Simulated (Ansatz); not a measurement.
# CH4B2O (SMILES B=C(B)O): single points off equilibrium

An exercise on one series of results from a longer session: the logs are not shown, and one member is left open.

The runs use Ansatz 0.2.0, Gaussian basis; single points in def2-TZVPP.

Correlated methods freeze the cores.

## Starting geometry

SMILES `B=C(B)O`, 8 atoms, charge 0, spin multiplicity 1.

Atoms are counted from 1 here; the program's logs count them from 0.

Bond lengths: B1–C2 1.357 Å, B1–H5 1.145 Å, C2–B3 1.514 Å, C2–O4 1.368 Å, B3–H6 1.338 Å, B3–H7 1.149 Å, O4–H8 1.107 Å. Angles: C2–B1–H5 172.3°, B1–C2–B3 87.8°, B1–C2–O4 140.1°, B3–C2–O4 132.0°, C2–B3–H6 109.5°, C2–B3–H7 125.4°, H6–B3–H7 120.2°, C2–O4–H8 99.1°.

Geometry (Å):

```xyz
8
CH4B2O
B    -0.5619    1.1466   -0.3549
C    -0.5351   -0.2076   -0.2705
B     0.8114   -0.0795    0.4093
O    -1.3208   -1.2924   -0.5470
H    -0.4855    2.2738   -0.5434
H     1.0663    1.2106    0.6552
H     1.3223   -0.8984    1.0328
H    -0.6492   -2.0928   -0.1812
```

Set-up of the first run:

run/in.yaml reads:

```yaml
crystal:
  periodic: [false, false, false]
  atoms:
    - {symbol: B, position_ang: [-0.561900, 1.146600, -0.354900]}
    - {symbol: C, position_ang: [-0.535100, -0.207600, -0.270500]}
    - {symbol: B, position_ang: [0.811400, -0.079500, 0.409300]}
    - {symbol: O, position_ang: [-1.320800, -1.292400, -0.547000]}
    - {symbol: H, position_ang: [-0.485500, 2.273800, -0.543400]}
    - {symbol: H, position_ang: [1.066300, 1.210600, 0.655200]}
    - {symbol: H, position_ang: [1.322300, -0.898400, 1.032800]}
    - {symbol: H, position_ang: [-0.649200, -2.092800, -0.181200]}
basis:
  gaussian: {orbitals: def2-TZVPP}
correlation: {method: ccsd_t}
output: {forces: true}
```

The command line of these runs was not kept.

Among the steps run: CCSD(T)/def2-TZVPP; PBE0-D4/def2-TZVPP; wB97M-V/def2-TZVPP; r2SCAN-D4/def2-TZVPP; PBE-D4/def2-TZVPP; r2SCAN0-D4/def2-TZVPP; HSE06-D4/def2-TZVPP.

One of the session's tables, all rows but one given; the rest of the session is left out.

```
    method  RMS force component (eV/Å)  angle to CCSD(T) forces (°)  dipole (D)
   CCSD(T)                       1.787                    reference        0.84
   PBE0-D4                       1.854                          6.0        0.92
   wB97M-V                           ?                            ?           ?
 r2SCAN-D4                       1.785                          4.4        0.89
    PBE-D4                       1.715                          5.9        0.85
r2SCAN0-D4                       1.898                          6.9        0.95
  HSE06-D4                       1.853                          5.9        0.92
```

**Question.** Estimate the row for wB97M-V.

As computed: RMS force component (eV/Å): 1.801; angle to CCSD(T) forces (°): 5.3; dipole (D): 0.90. In the column «RMS force component (eV/Å)» it lies between CCSD(T) (1.787) and HSE06-D4 (1.853).
